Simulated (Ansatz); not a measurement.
# Alloy of SrO and BaO (6 of 32 Sr sites exchanged), 64 atoms

Aim: relax the alloy cell and compare the gap by PBEsol and HSE06.

Program: Ansatz 0.2.0, PAW, plane waves. These are calculated values, not measurements.

### Step 1. The system as built

64 atoms (32 O, 26 Sr, 6 Ba); a = 10.385 Å, b = 10.385 Å, c = 10.385 Å, α = 90.00°, β = 90.00°, γ = 90.00°. All atoms were shaken off their sites by about 0.02 Å along each axis.

Steps to follow: (2) PBEsol cell relaxation at the single k point (¼, ¼, ¼), on 1 × NVIDIA H100 80GB HBM3 with 2 threads of AMD EPYC 7R13; (3) HSE06 single point at the Γ point alone, on 1 × NVIDIA H100 80GB HBM3 with 2 threads of AMD EPYC 7R13.

### Step 2. Relaxing cell and atoms with PBEsol

File in.yaml:

```yaml
crystal:
  lattice:
    - [10.385193, 0.000000, 0.000000]
    - [0.000000, 10.385193, 0.000000]
    - [0.000000, 0.000000, 10.385193]
  atoms:
    - { symbol: O, position: [0.251303, 0.999931, 0.999171] }
    - { symbol: O, position: [0.247528, 0.002056, 0.497190] }
    - { symbol: O, position: [0.249793, 0.498494, 0.999397] }
    - { symbol: O, position: [0.248196, 0.498884, 0.498175] }
    - { symbol: O, position: [0.748643, 0.000079, 0.998443] }
    - { symbol: O, position: [0.745327, 0.000057, 0.499391] }
    - { symbol: O, position: [0.750487, 0.497437, 0.000185] }
    - { symbol: O, position: [0.747600, 0.500423, 0.500746] }
    - { symbol: O, position: [0.997680, 0.248279, 0.001118] }
    - { symbol: O, position: [0.001939, 0.249864, 0.501309] }
    - { symbol: O, position: [0.995645, 0.746707, 0.001887] }
    - { symbol: O, position: [0.999561, 0.749204, 0.499100] }
    - { symbol: O, position: [0.499270, 0.248514, 0.002389] }
    - { symbol: O, position: [0.500768, 0.249937, 0.502830] }
    - { symbol: O, position: [0.498970, 0.745841, 0.998117] }
    - { symbol: O, position: [0.500360, 0.748299, 0.498994] }
    - { symbol: O, position: [0.000636, 0.998773, 0.252241] }
    - { symbol: O, position: [0.002195, 0.996690, 0.752699] }
    - { symbol: O, position: [0.999781, 0.499400, 0.248883] }
    - { symbol: O, position: [0.997650, 0.501067, 0.754356] }
    - { symbol: O, position: [0.498383, 0.002502, 0.250299] }
    - { symbol: O, position: [0.500351, 0.000569, 0.749928] }
    - { symbol: O, position: [0.497316, 0.503554, 0.254471] }
    - { symbol: O, position: [0.497918, 0.500224, 0.751694] }
    - { symbol: O, position: [0.250365, 0.249243, 0.247966] }
    - { symbol: O, position: [0.247435, 0.249957, 0.748609] }
    - { symbol: O, position: [0.251608, 0.748362, 0.249075] }
    - { symbol: O, position: [0.248504, 0.751074, 0.750596] }
    - { symbol: O, position: [0.754661, 0.247648, 0.252899] }
    - { symbol: O, position: [0.750715, 0.247719, 0.751653] }
    - { symbol: O, position: [0.753852, 0.749977, 0.248959] }
    - { symbol: O, position: [0.745044, 0.752771, 0.751292] }
    - { symbol: Sr, position: [0.997946, 0.999901, 0.002336] }
    - { symbol: Sr, position: [0.998715, 0.002947, 0.497244] }
    - { symbol: Sr, position: [0.997108, 0.500871, 0.998311] }
    - { symbol: Sr, position: [0.001639, 0.499287, 0.501216] }
    - { symbol: Sr, position: [0.497891, 0.001762, 0.002032] }
    - { symbol: Sr, position: [0.501711, 0.001534, 0.497838] }
    - { symbol: Sr, position: [0.250466, 0.251537, 0.000402] }
    - { symbol: Sr, position: [0.254108, 0.251400, 0.500323] }
    - { symbol: Sr, position: [0.248441, 0.753677, 0.000897] }
    - { symbol: Sr, position: [0.248991, 0.748562, 0.499625] }
    - { symbol: Sr, position: [0.751427, 0.248213, 0.497208] }
    - { symbol: Sr, position: [0.750655, 0.749789, 0.000030] }
    - { symbol: Sr, position: [0.749925, 0.751903, 0.500810] }
    - { symbol: Sr, position: [0.251360, 0.998395, 0.251368] }
    - { symbol: Sr, position: [0.251068, 0.995881, 0.751847] }
    - { symbol: Sr, position: [0.251733, 0.501496, 0.750496] }
    - { symbol: Sr, position: [0.751362, 0.001097, 0.746422] }
    - { symbol: Sr, position: [0.751745, 0.500088, 0.252034] }
    - { symbol: Sr, position: [0.748300, 0.501303, 0.748636] }
    - { symbol: Sr, position: [0.998525, 0.251097, 0.749953] }
    - { symbol: Sr, position: [0.000364, 0.748841, 0.247606] }
    - { symbol: Sr, position: [0.999394, 0.747157, 0.750617] }
    - { symbol: Sr, position: [0.501356, 0.250456, 0.249766] }
    - { symbol: Sr, position: [0.496801, 0.248852, 0.747780] }
    - { symbol: Sr, position: [0.496629, 0.749475, 0.246553] }
    - { symbol: Sr, position: [0.498877, 0.747438, 0.748448] }
    - { symbol: Ba, position: [0.501288, 0.501693, 0.996608] }
    - { symbol: Ba, position: [0.499726, 0.500314, 0.501171] }
    - { symbol: Ba, position: [0.749016, 0.248973, 0.998759] }
    - { symbol: Ba, position: [0.251443, 0.496390, 0.253866] }
    - { symbol: Ba, position: [0.748188, 0.001341, 0.251691] }
    - { symbol: Ba, position: [0.000981, 0.249299, 0.249719] }
  symmetry: { detect: false }
kpoints:
  mp_grid: { grid: [1, 1, 1], shift: [0.25, 0.25, 0.25] }
hamiltonian:
  xc: pbesol
scf:
  occupations: { method: fermi_dirac, width: 0.01 }
relax:
  f_tol: 0.03
  max_steps: 80
  escape_saddle: false
  adjacent_minimum: "off"
  cell: { fix: [shape] }
output:
  forces: true
  eigenvalues: true
  populations: true
```

Run with:

```bash
ansatz run in.yaml --threads 2 --pin off --max-ram 30400MiB --runs-dir r --events-out ev --progress --plain --backend cuda --devices 0, --max-vram 18GiB
```

Output:

```text
Pseudopotentials: kind: paw
Functional definition: PBEsol
  exchange = pbesol_x
  correlation = pbesol_c
Crystal: 64 atoms, lattice volume = 1120.066 Å³
Basis set: ecut = 420 eV, 21975 PW (Γ), exchange–correlation on 144×144×144 points (8 copies of the dense FFT grid, shifted against one another)
Bands: 320, of which v1, the nominal top of the filled ones, is band 256 counted from 1 (255 counted from 0)
Symmetry: 1 space group operations
k-points: 1
Non-local potential: O, projectors of the file, l = 0: 2, l = 1: 2, l = 2: 1
Non-local potential: Sr, projectors of the file, l = 0: 3, l = 1: 2, l = 2: 2
Non-local potential: Ba, projectors of the file, l = 0: 3, l = 1: 2, l = 2: 2, l = 3: 2
PAW form: soft (Blöchl's): semilocal exchange-correlation on the pseudo side does not see the compensation charge
PAW frozen core: O, regenerated for the run's functional, and the local potential with it (the file was generated under x = pbe(κ = 0.804, μ = 0.2195149727645171), c = pbe(β = 0.06672455060314922))
PAW frozen core: Sr, regenerated for the run's functional, and the local potential with it (the file was generated under x = pbe(κ = 0.804, μ = 0.2195149727645171), c = pbe(β = 0.06672455060314922))
PAW frozen core: Ba, regenerated for the run's functional, and the local potential with it (the file was generated under x = pbe(κ = 0.804, μ = 0.2195149727645171), c = pbe(β = 0.06672455060314922))
PAW one-centre angular grid: O, 110 points (default); XC on 64 Gauss nodes
PAW one-centre angular grid: Sr, 110 points (default); XC on 64 Gauss nodes
PAW one-centre angular grid: Ba, 194 points (default); XC on 64 Gauss nodes
Initial density: superposition of atomic densities (neutral atoms: chi_scale 0, normalization atom), corrected by the library's trained network
Initial wavefunctions: pseudopotential atomic-orbital guess
Functional: x = pbesol(κ = 0.804, μ = 0.12345679012345678), c = pbesol(β = 0.046)
SCF iter   1: F=—  HF=-144013.819317 eV  |F-HF|=—  |Δ(HF+E_count)|=         —  Δρ=1.46e-2  dr2=2.28e0  ethr=1.77e-3  ⟨swp⟩=10.0  Hψ=1667  notcnv=0  defer=37
preconditioner: auto → Resta (q_TF=auto, 2.395 Å⁻¹)  ε∞=3.8  [insulator: Δε(μ)=2.985 eV  Ē_g=14.048 eV  σ=0.010 eV  W_gap=1.00  n_scr=250 (ndim 8)  ℏωp=23.5 eV  f_vac=0.000  D(μ)=0.00/eV (n_scr^D=0)  ε∞_Penn≈3.8]
SCF iter   2: F=—  HF=-144013.344134 eV  |F-HF|=—  |Δ(HF+E_count)|=   4.75e-1  Δρ=2.58e-3  dr2=9.95e-2  ethr=4.45e-4  ⟨swp⟩=2.0  Hψ=466  notcnv=0  defer=58
SCF iter   3: F=—  HF=-144013.323991 eV  |F-HF|=—  |Δ(HF+E_count)|=   2.01e-2  Δρ=8.98e-4  dr2=7.28e-3  ethr=1.94e-5  ⟨swp⟩=2.0  Hψ=358  notcnv=0  defer=58
SCF iter   4: F=—  HF=-144013.320947 eV  |F-HF|=—  |Δ(HF+E_count)|=   3.04e-3  Δρ=1.55e-4  dr2=2.91e-4  ethr=1.42e-6  ⟨swp⟩=2.0  Hψ=486  notcnv=0  defer=58
SCF iter   5: F=—  HF=-144013.326116 eV  |F-HF|=—  |Δ(HF+E_count)|=   5.17e-3  Δρ=5.35e-5  dr2=3.10e-5  ethr=5.68e-8  ⟨swp⟩=2.0  Hψ=379  notcnv=0  defer=58
SCF iter   6: F=—  HF=-144013.322053 eV  |F-HF|=—  |Δ(HF+E_count)|=   4.06e-3  Δρ=1.70e-5  dr2=2.24e-6  ethr=6.05e-9  ⟨swp⟩=2.0  Hψ=518  notcnv=0  defer=58
SCF iter   7: F=—  HF=-144013.322053 eV  |F-HF|=—  |Δ(HF+E_count)|=   2.05e-7  Δρ=4.92e-6  dr2=2.13e-7  ethr=4.37e-10  ⟨swp⟩=2.0  Hψ=471  notcnv=0  defer=58
SCF iter   8: F=-144013.322054 eV  HF=-144013.322054 eV  |F-HF|=2.41e-8  |Δ(HF+E_count)|=   1.24e-7  Δρ=2.06e-6  dr2=3.68e-8  ethr=1.95e-11  ⟨swp⟩=16.0  Hψ=1912  notcnv=0
SCF 1 converged in 8 iterations: F = -144013.322054 eV  dr2 = 3.68e-8
relax step   1: F+E_penalty+E_count = -144013.32205359 eV  Δ(F+E_penalty+E_count) = +0.000e0 eV  max|allowed force component| = 9.035e-1 eV/Å  Δτ_max = 0.0000 Å  P = +0.689 GPa  Ω = 1120.066 Å³  fix = [alpha, beta, gamma, b/a, c/a]  reactions: b/a -0.001, c/a +0.007 GPa; alpha +0.022, beta +0.001, gamma +0.008 GPa/rad  (8 SCF iters, dr2 threshold 1.00e-7 eV, accepted)
[... 13 lines left out ...]
relax step   2: F+E_penalty+E_count = -144014.19748829 eV  Δ(F+E_penalty+E_count) = -8.754e-1 eV  max|allowed force component| = 4.877e-1 eV/Å  Δτ_max = 0.1949 Å  P = -0.913 GPa  Ω = 1133.206 Å³  energy of the carried Pulay correction = -3.119e-2 eV  fix = [alpha, beta, gamma, b/a, c/a]  reactions: b/a -0.023, c/a +0.035 GPa; alpha +0.010, beta +0.035, gamma +0.020 GPa/rad  (6 SCF iters, dr2 thres [...]
[... 4 lines left out ...]
relax step   3: F+E_penalty+E_count = -144014.54280623 eV  Δ(F+E_penalty+E_count) = -3.453e-1 eV  max|allowed force component| = 3.161e-2 eV/Å  Δτ_max = 0.0617 Å  P = -0.069 GPa  Ω = 1123.315 Å³  energy of the carried Pulay correction = -7.747e-3 eV  fix = [alpha, beta, gamma, b/a, c/a]  reactions: b/a -0.009, c/a +0.030 GPa; alpha +0.006, beta +0.050, gamma +0.038 GPa/rad  (6 SCF iters, dr2 thres [...]
[... 10 lines left out ...]
relax step   4: F+E_penalty+E_count = -144014.54721352 eV  Δ(F+E_penalty+E_count) = -4.407e-3 eV  max|allowed force component| = 5.604e-3 eV/Å  Δτ_max = 0.0074 Å  P = +0.002 GPa  Ω = 1122.470 Å³  energy of the carried Pulay correction = -5.734e-3 eV  fix = [alpha, beta, gamma, b/a, c/a]  reactions: b/a -0.012, c/a +0.032 GPa; alpha +0.006, beta +0.050, gamma +0.037 GPa/rad  (6 SCF iters, dr2 thres [...]
[... 10 lines left out ...]
relax step   5: F+E_penalty+E_count = -144014.55390762 eV  Δ(F+E_penalty+E_count) = -6.694e-3 eV  max|allowed force component| = 5.587e-3 eV/Å  Δτ_max = 0.0000 Å  P = +0.012 GPa  Ω = 1122.470 Å³  fix = [alpha, beta, gamma, b/a, c/a]  reactions: b/a -0.012, c/a +0.031 GPa; alpha +0.007, beta +0.050, gamma +0.037 GPa/rad  stress off target by 1.17e-2 GPa on what of the cell is left free  SCF on the [...]
SCF converged after 6 iterations
Free energy (F): -144014.553908 eV
Harris-Foulkes:  -144014.553908 eV  (|F-HF|=2.91e-11)
Internal energy: -144014.553908 eV  (E = F + TS)
E sigma→0 (E₀):  -144014.553908 eV
Fermi energy:    9.818583 eV
--- Per-component energies (eV) ---
  E_band       = -1560.012761
  E_kinetic    = 13045.949858
  E_local      = -25809.655452  (includes V_loc(G=0)·N_el)
  E_nonlocal   = 7188.255044
  E_hartree    = 7267.766653
  E_xc         = -7859.662992
  E_vxc        = -8089.446980  (∫ρ·V_xc dr)
  E_paw        = -104461.681122  (= ΣΔE_a)
  E_vpaw       = -2430.724667  (= ΣTr[D̂ρ^β])
  E_aug_tail   = 0.076342  (compensation charges beyond the density's cutoff)
  E_ewald      = -33391.133084
  E_core_change = 5.530845  (= ΣΔE_core)
  E_smearing   = -0.000000  (= −TS)
  E_closure    = 0.000000  (closes the sum)
  Σ components = -144014.553908   (vs F -144014.553908, Δ=0.00e0)
--- Forces (eV/Å), atoms counted from 1 ---
  atom   1  O     -0.00075092     0.00019805     0.00236062
  atom   2  O     -0.00092282    -0.00031978    -0.00210073
  atom   3  O     -0.00023967     0.00017877     0.00194203
  atom   4  O      0.00153092     0.00005650    -0.00159342
  atom   5  O      0.00077433     0.00231563     0.00131143
  atom   6  O      0.00181917     0.00157743    -0.00202832
  atom   7  O     -0.00074077     0.00054921    -0.00017447
  atom   8  O     -0.00128217    -0.00035032     0.00016938
  atom   9  O      0.00148591     0.00171192     0.00244434
  atom  10  O      0.00034537     0.00056526    -0.00354073
  atom  11  O      0.00047755    -0.00007265     0.00224391
  atom  12  O      0.00078622    -0.00064715    -0.00264724
  atom  13  O     -0.00167361     0.00011327    -0.00032149
  atom  14  O     -0.00037519     0.00098796    -0.00036410
  atom  15  O      0.00026027    -0.00075340    -0.00042014
  atom  16  O     -0.00018678    -0.00202158     0.00038300
  atom  17  O     -0.00130906     0.00256372    -0.00054851
  atom  18  O      0.00144928     0.00303372     0.00057406
  atom  19  O     -0.00035374    -0.00173122    -0.00078229
  atom  20  O     -0.00038345    -0.00275537     0.00143974
  atom  21  O      0.00075681     0.00027426    -0.00092264
  atom  22  O     -0.00118301    -0.00051701     0.00171028
  atom  23  O      0.00010099     0.00136068    -0.00106784
  atom  24  O     -0.00005939     0.00113694     0.00025281
  atom  25  O      0.00267329     0.00212547    -0.00075189
  atom  26  O      0.00067118     0.00023062     0.00070911
  atom  27  O     -0.00018158    -0.00282476    -0.00042184
  atom  28  O     -0.00208468    -0.00204942     0.00111719
  atom  29  O     -0.00310579     0.00078351    -0.00178603
  atom  30  O      0.00035722    -0.00108518     0.00171529
  atom  31  O     -0.00061675    -0.00025438    -0.00071519
  atom  32  O      0.00369196     0.00139614     0.00061409
  atom  33  Sr     0.00022488    -0.00279649    -0.00299652
  atom  34  Sr    -0.00036953    -0.00190798     0.00558714
  atom  35  Sr     0.00235321     0.00387048    -0.00127342
  atom  36  Sr     0.00025868     0.00355402     0.00247256
  atom  37  Sr    -0.00049617     0.00036049    -0.00109784
  atom  38  Sr    -0.00102674     0.00019350     0.00227425
  atom  39  Sr    -0.00086498    -0.00072110    -0.00129814
  atom  40  Sr    -0.00056576    -0.00240266     0.00029578
  atom  41  Sr     0.00176451     0.00034329    -0.00198313
  atom  42  Sr     0.00233537     0.00082272     0.00171433
  atom  43  Sr     0.00118157     0.00097130     0.00245638
  atom  44  Sr    -0.00214502    -0.00178471    -0.00008263
  atom  45  Sr    -0.00079655    -0.00046549     0.00040756
  atom  46  Sr    -0.00208997    -0.00084107     0.00070546
  atom  47  Sr     0.00283179    -0.00023821    -0.00067192
  atom  48  Sr     0.00147024     0.00003158    -0.00234392
  atom  49  Sr    -0.00118589    -0.00006480    -0.00170251
  atom  50  Sr     0.00242103     0.00039221     0.00161629
  atom  51  Sr    -0.00183981     0.00148980    -0.00050116
  atom  52  Sr    -0.00206857    -0.00016216    -0.00282951
  atom  53  Sr     0.00071108     0.00130149     0.00020549
  atom  54  Sr    -0.00068052    -0.00091286    -0.00075179
  atom  55  Sr    -0.00165586    -0.00290807     0.00183287
  atom  56  Sr     0.00148124     0.00036204    -0.00082290
  atom  57  Sr     0.00037016     0.00144007     0.00096681
  atom  58  Sr    -0.00009853    -0.00196515    -0.00117453
  atom  59  Ba    -0.00198528    -0.00165849    -0.00024354
  atom  60  Ba    -0.00171073    -0.00215705     0.00003005
  atom  61  Ba     0.00199206     0.00175623     0.00027749
  atom  62  Ba    -0.00258542    -0.00111869     0.00067553
  atom  63  Ba     0.00314449     0.00198128     0.00008794
  atom  64  Ba    -0.00211323    -0.00254846    -0.00063467
  max |Σ_I F_I| component: 7.14e-6 eV/Å
--- Stress (GPa, compression-positive) ---
       -0.008129      -0.037392      -0.049911
       -0.037392       0.000117      -0.006659
       -0.049911      -0.006659       0.043171
  P = ⅓ Tr σ = 0.0117 GPa (0.117 kbar)
--- Band table (eV) ---
  k-point 0: bands = [... 244 lower levels ..., "7.8020", "7.8200", "7.8263", "7.8462", "7.8680", "7.8796", "7.8910", "7.9061", "7.9242", "7.9350", "7.9718", "8.2448", "11.3929", "11.4236", "11.4431", "11.8964", "11.9605", "11.9811", "12.5608", "12.6080", "12.6748", "12.7597", "12.8279", "12.8625", ... 52 higher levels ...]
--- Relaxed structure (4 steps of the walk, 4 accepted, 1 SCFs on fresh bases) ---
  F+E_penalty+E_count = -144014.55390762 eV   max|allowed force component| = 5.587e-3 eV/Å   (the final SCF, on the basis selected at the relaxed cell)
  cell:  # Å, volume = 1122.4702 Å³
    - [10.392617558329801, 1.384932026088358e-144, 1.733515344925636e-145]
    - [1.384932026088358e-144, 10.392617558329801, 9.766079193154448e-145]
    - [1.733515344925636e-145, 9.766079193154448e-145, 10.392617558329801]
  atoms:
    - { symbol: O, position: [0.24825766398321156, 0.9979326452446187, 0.996789806177789] }
    - { symbol: O, position: [0.2479743732736569, -0.0010046144241357823, 0.5030823519727465] }
[... 62 atoms left out; the next input holds them all, rounded ...]
--- Löwdin populations: 64 sites ---
  site symbol       q [e]
     0      O      7.3233
     1      O      7.3223
     2      O      7.3289
     3      O      7.3279
     4      O      7.3279
     5      O      7.3244
     6      O      7.3301
     7      O      7.3269
     8      O      7.3280
     9      O      7.3246
    10      O      7.3224
    11      O      7.3214
    12      O      7.3294
    13      O      7.3263
    14      O      7.3245
    15      O      7.3238
    16      O      7.3277
    17      O      7.3213
    18      O      7.3295
    19      O      7.3232
    20      O      7.3266
    21      O      7.3223
    22      O      7.3337
    23      O      7.3269
    24      O      7.3285
    25      O      7.3224
    26      O      7.3243
    27      O      7.3204
    28      O      7.3334
    29      O      7.3242
    30      O      7.3250
    31      O      7.3214
    32     Sr      8.3666
    33     Sr      8.3655
    34     Sr      8.3656
    35     Sr      8.3642
    36     Sr      8.3643
    37     Sr      8.3632
    38     Sr      8.3662
    39     Sr      8.3666
    40     Sr      8.3655
    41     Sr      8.3660
    42     Sr      8.3666
    43     Sr      8.3648
    44     Sr      8.3654
    45     Sr      8.3629
    46     Sr      8.3620
    47     Sr      8.3646
    48     Sr      8.3635
    49     Sr      8.3667
    50     Sr      8.3660
    51     Sr      8.3636
    52     Sr      8.3650
    53     Sr      8.3627
    54     Sr      8.3692
    55     Sr      8.3667
    56     Sr      8.3680
    57     Sr      8.3657
    58     Ba      8.2755
    59     Ba      8.2735
    60     Ba      8.2772
    61     Ba      8.2764
    62     Ba      8.2744
    63     Ba      8.2771
  spilling = 0.020363 (of n_electrons = 512.000000)
```

Run time: 17 s. Hardware: 1 × NVIDIA H100 80GB HBM3 with 2 threads of AMD EPYC 7R13, shared host; peak host memory 1.4 GiB.

Step by step (solves on a freshly chosen basis count as rows, and their energies jump a little):

```tsv
accepted step	energy change (eV)	largest force component (eV/Å)	SCF cycles	pressure (GPa)
1	0.000	0.903	8	0.69
2	-0.875	0.488	6	-0.91
3	-1.221	0.032	6	-0.07
4	-1.225	0.006	6	0.00
5	-1.232	0.006	6	0.01
```

Largest shifts, less the median shift:

```tsv
atom	shift (Å)	dx	dy	dz
O29	0.201	-0.144	0.117	0.077
O7	0.149	0.091	0.112	-0.036
O9	0.135	0.098	-0.010	-0.093
O4	0.131	-0.082	0.015	0.101
O15	0.126	-0.007	0.125	0.017
O3	0.123	-0.091	0.033	-0.076
O13	0.121	-0.076	-0.088	-0.036
O8	0.116	0.110	0.022	0.030
```

|  | before | after | change |
| --- | --- | --- | --- |
| a (Å) | 10.385 | 10.393 | +0.07 % |
| b (Å) | 10.385 | 10.393 | +0.07 % |
| c (Å) | 10.385 | 10.393 | +0.07 % |
| volume (Å³/atom) | 17.501 | 17.539 | +0.21 % |

Bond lengths by pair after relaxation (within a distance cut, which drops stretched bonds):

```tsv
pair	count	mean (Å)	spread (Å)	least	most
Ba–O	36	2.670	0.033	2.587	2.728
O–Sr	156	2.582	0.042	2.500	2.677
```

Top filled level 8.245 eV, lowest empty level 11.393 eV: 3.15 eV apart at the single k point (¼, ¼, ¼).

[end of part 1 of 2]
